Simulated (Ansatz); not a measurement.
# SiTe3: the cost of one run

Computed with Ansatz 0.2.0 (DFT PBE, scalar-relativistic, plane waves, PAW, unless a step's input says otherwise).

## (1) The starting structure

The structure is hexagonal, space group P6_3/mmc (No. 194). The conventional cell has a = 6.921 Å, b = 6.921 Å, c = 5.555 Å, α = 90.00°, β = 90.00°, γ = 120.00°. Si (site symmetry -6m2) is surrounded by 12 Te at 3.42 to 3.46 Å. Around Te (site symmetry mm2) lie 4 Si at 3.42 to 3.46 Å and 8 Te at 3.42 to 3.47 Å.

Coordinates:

```
CELL_PARAMETERS angstrom
6.92068 0.00000 0.00000
-3.46034 5.99348 0.00000
0.00000 0.00000 5.55491
ATOMIC_POSITIONS crystal
Si 0.33333 0.66667 0.25000
Si 0.66667 0.33333 0.75000
Te 0.83300 0.66600 0.25000
Te 0.16700 0.83300 0.75000
Te 0.33400 0.16700 0.25000
Te 0.16700 0.33400 0.75000
Te 0.83300 0.16700 0.25000
Te 0.66600 0.83300 0.75000
```

This is candidate A: Ni3Sn (D0_19) type (P6_3/mmc, No. 194).

(A quick probe on a coarse mesh, which set the mesh and smearing, is not shown.)

## (3) Rough relaxation on the coarse mesh (candidate A)

The input, input.yaml:

```yaml
crystal:
  lattice:
    - [6.9206750168, 0.0, 0.0]
    - [-3.4603375084, 5.9934803759, 0.0]
    - [0.0, 0.0, 5.5549095079]
  atoms:
    - { symbol: Si, position: [0.3333333333, 0.6666666667, 0.25] }
    - { symbol: Si, position: [0.6666666667, 0.3333333333, 0.75] }
    - { symbol: Te, position: [0.833, 0.666, 0.25] }
    - { symbol: Te, position: [0.167, 0.833, 0.75] }
    - { symbol: Te, position: [0.334, 0.167, 0.25] }
    - { symbol: Te, position: [0.167, 0.334, 0.75] }
    - { symbol: Te, position: [0.833, 0.167, 0.25] }
    - { symbol: Te, position: [0.666, 0.833, 0.75] }
basis:
  ecutwfc: 420
kpoints:
  mp_grid: { grid: [3, 3, 4] }
hamiltonian:
  xc: pbe
scf:
  occupations: { method: gaussian, width: 0.1 }
  lower_state_search: "off"
output:
  forces: true
  stress: true
  eigenvalues: true
relax:
  adjacent_minimum: "off"
  f_tol: 0.04
  max_steps: 70
  cell: { stress_tol: 0.4 }
```

The run is started by

```bash
ansatz run input.yaml --threads 1 --pin off --max-ram 2560MiB --backend cpu --events-out ev --progress --plain --runs-dir out
```

**Question.** How long does this run take on 1 thread of Intel Xeon Platinum 8259CL at 2.50GHz (Skylake/Cascade Lake), shared host, and how much memory does it need?

About 58 s, with a peak of 0.57 GiB.
